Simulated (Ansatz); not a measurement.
# C₃H₉BS: small, medium and large basis sets

An exercise on one series of results from a longer session: the logs are not shown, and one member is left open.

Method: one geometry, several basis sets; program: Ansatz 0.2.0, Gaussian basis.

The runs, in order: PBE0-D4/def2-SVP; ωB97M-V/def2-SVP; PBE0-D4/def2-QZVPP; ωB97M-V/def2-QZVPP; the functionals' def2-TZVPP values are taken from earlier runs.

### The relaxed structure

All runs share one geometry, relaxed beforehand with PBE0-D4 in a triple-zeta def2 set.

14 atoms, charge 0, spin multiplicity 1.

Atoms are counted from 1 here; the program's logs count them from 0.

Bond lengths: C1–C2 1.520 Å, C1–H6 1.093 Å, C1–H7 1.094 Å, C1–H8 1.094 Å, C2–B3 1.572 Å, C2–H9 1.099 Å, C2–H10 1.100 Å, B3–C4 1.570 Å, B3–S5 1.794 Å, C4–H11 1.091 Å, C4–H12 1.097 Å, C4–H13 1.095 Å, S5–H14 1.344 Å. Angles: C2–C1–H6 111.7°, C2–C1–H7 111.5°, C2–C1–H8 111.5°, H6–C1–H7 107.1°, H6–C1–H8 107.2°, H7–C1–H8 107.6°, C1–C2–B3 119.9°, C1–C2–H9 110.1°, C1–C2–H10 109.8°, B3–C2–H9 106.5°, B3–C2–H10 105.8°, H9–C2–H10 103.5°, C2–B3–C4 120.2°, C2–B3–S5 123.7°, C4–B3–S5 116.1°, B3–C4–H11 114.9°, B3–C4–H12 108.8°, B3–C4–H13 111.0° and more.

The first run:

The input, in.yaml:

```yaml
crystal:
  periodic: [false, false, false]
  atoms:
    - {symbol: C, position_ang: [-0.937470, 1.696542, -0.128655]}
    - {symbol: C, position_ang: [0.027822, 0.689241, 0.474787]}
    - {symbol: B, position_ang: [0.229778, -0.709808, -0.212805]}
    - {symbol: C, position_ang: [1.147243, -1.793688, 0.457359]}
    - {symbol: S, position_ang: [-0.550459, -1.181383, -1.758001]}
    - {symbol: H, position_ang: [-0.979346, 2.616953, 0.458588]}
    - {symbol: H, position_ang: [-0.642187, 1.976447, -1.143870]}
    - {symbol: H, position_ang: [-1.954502, 1.297557, -0.178076]}
    - {symbol: H, position_ang: [-0.242851, 0.487790, 1.520876]}
    - {symbol: H, position_ang: [1.031382, 1.133014, 0.550491]}
    - {symbol: H, position_ang: [1.369624, -2.658936, -0.169690]}
    - {symbol: H, position_ang: [0.652554, -2.163561, 1.363897]}
    - {symbol: H, position_ang: [2.093077, -1.355322, 0.791492]}
    - {symbol: H, position_ang: [-1.257763, -0.064245, -1.997594]}
basis:
  gaussian: {orbitals: def2-SVP}
hamiltonian: {xc: pbe0, dispersion: d4}
output: {orbitals: {seedname: orbitals}}
```

Command:

```sh
> ansatz run in.yaml --threads 4 --pin off --events-out ev --progress --plain --max-ram 10444MiB
```

Among the steps run: PBE0-D4 in def2-SVP; ωB97M-V in def2-SVP; PBE0-D4 in def2-QZVPP; ωB97M-V in def2-QZVPP.

One table of the session follows, with a row left open; its other results are not shown here.

It belongs to the step «Functionals by basis». 

```
functional       basis  HOMO (eV)  LUMO (eV)
   PBE0-D4    def2-SVP      -7.73      -0.13
   PBE0-D4  def2-TZVPP      -7.83      -0.32
   PBE0-D4  def2-QZVPP          ?          ?
   ωB97M-V    def2-SVP      -9.90       1.93
   ωB97M-V  def2-TZVPP     -10.03       1.69
   ωB97M-V  def2-QZVPP     -10.05       1.61
```

Estimate the missing values for PBE0-D4, def2-QZVPP.

**Answer.** HOMO (eV): -7.85; LUMO (eV): -0.37. In the column «HOMO (eV)» it lies between ωB97M-V, def2-SVP (-9.90) and PBE0-D4, def2-TZVPP (-7.83).
